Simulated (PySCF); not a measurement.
Molecule: F3GeCl, in a box.

```
F Ge Cl
1.0
    12.00000    0.00000    0.00000
     0.00000   12.00000    0.00000
     0.00000    0.00000   12.00000
F Ge Cl
3 1 1
Direct
  0.39354 0.41001 0.61440
  0.60862 0.40110 0.53775
  0.43425 0.38233 0.39126
  0.47865 0.44865 0.50814
  0.47814 0.62117 0.48665
```

Base run:

```yaml
Program: PySCF 2.14.0
Functional: BLYP
Dispersion: D3(BJM)
Potentials_or_basis: def2-svp (all-electron)
k_mesh: 1 × 1 × 1
Occupations: fixed
Spin: no spin polarisation
```

Its results: gap between the frontier levels 6.11 eV.

Problem. After a change of settings the same cell gave: gap between the frontier levels 6.24 eV. Which change was it?
A. functional from BLYP to X3LYP; dispersion from D3(BJM) to D4
B. functional from BLYP to PBE; dispersion from D3(BJM) to none
C. functional from BLYP to r2SCAN0; dispersion from D3(BJM) to D4

Solution. B.

Caveats: this is a molecule in a periodic box at the Γ point, so its band gap is the HOMO-LUMO gap; relativity is left out, which matters for the heavier elements; the basis of atomic orbitals isn't converged, which shifts pressures, moduli and gaps.
